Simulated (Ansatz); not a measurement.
# AlH6NOSi: small, medium and large basis sets

One table from this session's results is given with a row withheld; the runs are named, their logs left out.

Method: one geometry, several basis sets; program: Ansatz 0.2.0, Gaussian basis.

Plan: PBE0-D4/def2-SVP; ωB97M-V/def2-SVP; PBE0-D4/def2-QZVPP; ωB97M-V/def2-QZVPP; the functionals' def2-TZVPP values are taken from earlier runs.

### The geometry

An earlier PBE0-D4 in a triple-zeta def2 set relaxation fixed the geometry.

10 atoms, charge 0, spin multiplicity 1.

Atoms are counted from 1 here; the program's logs count them from 0.

Bond lengths: N1–Al2 1.762 Å, N1–H5 1.007 Å, N1–H6 1.006 Å, Al2–O3 1.699 Å, Al2–Si4 2.446 Å, O3–H7 0.955 Å, Si4–H8 1.492 Å, Si4–H9 1.491 Å, Si4–H10 1.492 Å. Angles: Al2–N1–H5 125.0°, Al2–N1–H6 124.4°, H5–N1–H6 110.6°, N1–Al2–O3 116.2°, N1–Al2–Si4 120.8°, O3–Al2–Si4 123.0°, Al2–O3–H7 123.9°, Al2–Si4–H8 111.6°, Al2–Si4–H9 112.0°, Al2–Si4–H10 111.6°, H8–Si4–H9 107.3°, H8–Si4–H10 106.7°, H9–Si4–H10 107.3°.

The first run:

in.yaml reads:

```yaml
crystal:
  periodic: [false, false, false]
  atoms:
    - {symbol: N, position_ang: [-0.661210, 1.119613, -1.592061]}
    - {symbol: Al, position_ang: [0.382225, 0.142215, -0.561919]}
    - {symbol: O, position_ang: [1.940649, -0.176269, -1.159320]}
    - {symbol: Si, position_ang: [-0.411617, -0.687078, 1.598222]}
    - {symbol: H, position_ang: [-0.400443, 1.493205, -2.490583]}
    - {symbol: H, position_ang: [-1.604862, 1.381704, -1.360290]}
    - {symbol: H, position_ang: [2.593852, -0.693071, -0.693002]}
    - {symbol: H, position_ang: [-0.370341, -2.176746, 1.663738]}
    - {symbol: H, position_ang: [-1.815705, -0.269942, 1.875949]}
    - {symbol: H, position_ang: [0.430651, -0.184831, 2.722265]}
basis:
  gaussian: {orbitals: def2-SVP}
hamiltonian: {xc: pbe0, dispersion: d4}
output: {orbitals: {seedname: orbitals}}
```

On the command line:

```sh
ansatz run in.yaml --threads 2 --pin off --events-out ev --progress --plain --max-ram 4352MiB
```

Steps of the session up to this table: PBE0-D4 in def2-SVP; ωB97M-V in def2-SVP; PBE0-D4 in def2-QZVPP; ωB97M-V in def2-QZVPP.

One of the session's tables, all rows but one given; the rest of the session is left out.

It belongs to the step «Density functionals: the series». 

| functional | basis | HOMO (eV) |
| --- | --- | --- |
| PBE0-D4 | def2-SVP | -7.22 |
| PBE0-D4 | def2-TZVPP | -7.45 |
| PBE0-D4 | def2-QZVPP | -7.51 |
| ωB97M-V | def2-SVP | ? |
| ωB97M-V | def2-TZVPP | -9.74 |
| ωB97M-V | def2-QZVPP | -9.78 |

Estimate the missing values for ωB97M-V, def2-SVP.

As computed: HOMO (eV): -9.61. In the column «HOMO (eV)» it lies between ωB97M-V, def2-TZVPP (-9.74) and PBE0-D4, def2-QZVPP (-7.51).
